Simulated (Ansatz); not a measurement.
# H5NO2Si: the cost of one run

Program: Ansatz 0.2.0. Level of theory: RKS B3LYP-D4/def2-SVP. These are calculated values, not measurements.

## Step 1: The starting structure

Bond lengths: Si1–N3 1.650 Å, Si1–O5 1.609 Å, Si1–O6 1.633 Å, N3–H7 1.017 Å, O5–H8 0.957 Å, O6–H9 0.952 Å. Angles: Si1–N3–H7 126.5°, N3–Si1–O5 126.6°, N3–Si1–O6 126.4°, O5–Si1–O6 103.5°, Si1–O5–H8 120.9°, Si1–O6–H9 119.3°.

Coordinates:

```xyz
9

Si    0.1396   -0.1981    0.0478
H    -1.4539    0.2004   -0.8574
N     0.3505    1.1855   -0.8269
H    -0.9271    0.9614   -1.1910
O     0.7007   -1.6603   -0.3194
O    -0.1610   -0.2961    1.6495
H     1.2102    1.7212   -0.9143
H     0.6263   -2.3850    0.3011
H    -0.4853    0.4711    2.1106
```

## Step 2: A restrained relaxation towards end A

Springs on the bonds that form and break draw the guess towards this end; the thresholds are loose.

input.yaml

```yaml
crystal:
  periodic: [false, false, false]
  atoms:
    - { symbol: Si, position_ang: [0.1396, -0.1981, 0.0478] }
    - { symbol: H, position_ang: [-1.4539, 0.2004, -0.8574] }
    - { symbol: "N", position_ang: [0.3505, 1.1855, -0.8269] }
    - { symbol: H, position_ang: [-0.9271, 0.9614, -1.191] }
    - { symbol: O, position_ang: [0.7007, -1.6603, -0.3194] }
    - { symbol: O, position_ang: [-0.161, -0.2961, 1.6495] }
    - { symbol: H, position_ang: [1.2102, 1.7212, -0.9143] }
    - { symbol: H, position_ang: [0.6263, -2.385, 0.3011] }
    - { symbol: H, position_ang: [-0.4853, 0.4711, 2.1106] }
basis:
  gaussian: { orbitals: def2-SVP }
hamiltonian:
  xc: b3lyp
  dispersion: d4
relax:
  f_tol: 0.15
  max_steps: 25
  restrain:
    - { distance: [3, 1], at: 1.92, k: 30.0 }
    - { distance: [0, 1], at: 1.42, k: 30.0 }
    - { distance: [3, 2], at: 1.02, k: 30.0 }
```

The run is started by

```console
$ ansatz run input.yaml --threads 2 --pin off --max-ram 3072MiB --backend cpu --events-out ev --progress --plain --runs-dir out
```

What time and memory should one allow on 2 threads of AMD EPYC 9R45 (Zen 5), shared host?

About 6.7 s, with a peak of 0.18 GiB.
